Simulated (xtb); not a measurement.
**C2H7OSi− (SMILES CCO[SiH2-]) at GFN-FF (ALPB chcl3, coordinate dihedral, coordinate atoms (4, 3, 2, 8), force constant 0.05 in the program's units, held value 119.8 degree)**

Wanted: a structure relaxation of C2H7OSi−. 

Program for the calculation: xtb 6.7.1.

2 further runs of the same task are left out: 2 that didn't finish.

### 1 The structure to begin with

C2H7OSi−: 11 atoms, total charge -1, spin state singlet. As SMILES, `CCO[SiH2-]`. The shape is that of a GFN2-xTB optimisation. This is one conformer, not always the lowest. The run starts from this shape.

Bond lengths: C1–C2 1.532 Å, C2–O3 1.344 Å, O3–Si4 1.750 Å, C1–H5 1.089 Å, C1–H6 1.091 Å, C1–H7 1.089 Å, C2–H8 1.115 Å, C2–H9 1.115 Å, Si4–H10 1.498 Å, Si4–H11 1.525 Å. Some angles: C1–C2–O3 111.6°, C2–O3–Si4 114.1°, C1–C2–H8 108.3°, C1–C2–H9 108.7°, O3–C2–H8 111.6°, O3–C2–H9 111.2°, C2–C1–H5 109.6°, C2–C1–H6 110.6°, C2–C1–H7 109.7°, O3–Si4–H10 93.8°.

### 2 A geometry optimisation at GFN-FF (ALPB chcl3, coordinate dihedral, coordinate atoms (4, 3, 2, 8), force constant 0.05 in the program's units, held value 119.8 degree)

The input, input.inp:

```
$chrg -1
$spin 0
$constrain
   force constant=0.05
   dihedral: 4, 3, 2, 8, 119.8
$end
```

The input, mol.sdf:

```

     RDKit          3D

 11 10  0  0  0  0  0  0  0  0999 V2000
   -0.3417    1.4310    0.8367 C   0  0  0  0  0  0  0  0  0  0  0  0
   -0.4395    0.0422    0.1972 C   0  0  0  0  0  0  0  0  0  0  0  0
    0.5145   -0.1435   -0.7310 O   0  0  0  0  0  0  0  0  0  0  0  0
    0.4437   -1.7014   -1.5251 Si  0  0  0  0  0  3  0  0  0  0  0  0
   -0.4482    2.1952    0.0684 H   0  0  0  0  0  0  0  0  0  0  0  0
   -1.1214    1.5643    1.5875 H   0  0  0  0  0  0  0  0  0  0  0  0
    0.6328    1.5514    1.3074 H   0  0  0  0  0  0  0  0  0  0  0  0
   -0.3772   -0.7210    1.0070 H   0  0  0  0  0  0  0  0  0  0  0  0
   -1.4578   -0.0774   -0.2418 H   0  0  0  0  0  0  0  0  0  0  0  0
    1.7897   -1.5486   -2.1648 H   0  0  0  0  0  0  0  0  0  0  0  0
    0.8051   -2.5922   -0.3415 H   0  0  0  0  0  0  0  0  0  0  0  0
  2  1  1  0
  3  2  1  0
  4  3  1  0
  5  1  1  0
  6  1  1  0
  7  1  1  0
  8  2  1  0
  9  2  1  0
 10  4  1  0
 11  4  1  0
M  CHG  1   4  -1
M  END
$$$$
```

Started as:

```sh
$ xtb mol.sdf --dipole --alpb chcl3 --opt vtight -I input.inp --gff > mol.out
```

What values should one expect? Wanted: steric energy; dispersion energy; solvent term in the energy.

Answer, from the run:

At GFN-FF (ALPB chcl3, coordinate dihedral, coordinate atoms (4, 3, 2, 8), force constant 0.05 in the program's units, held value 119.8 degree):

```
                      quantity          value
steric energy (arbitrary zero)    -2.56185 Eh
             dispersion energy  -13.75 kJ/mol
    solvent term in the energy  -190.8 kJ/mol
```

At the final geometry: Bond lengths: C1–C2 1.530 Å, C2–O3 1.428 Å, O3–Si4 1.698 Å, C1–H5 1.098 Å, C1–H6 1.101 Å, C1–H7 1.098 Å, C2–H8 1.100 Å, C2–H9 1.100 Å, Si4–H10 1.445 Å, Si4–H11 1.445 Å. Some angles: C1–C2–O3 113.6°, C2–O3–Si4 119.1°, C1–C2–H8 111.1°, C1–C2–H9 110.6°, O3–C2–H8 107.8°, O3–C2–H9 108.0°, C2–C1–H5 111.3°, C2–C1–H6 112.2°, C2–C1–H7 111.2°, O3–Si4–H10 88.9°.
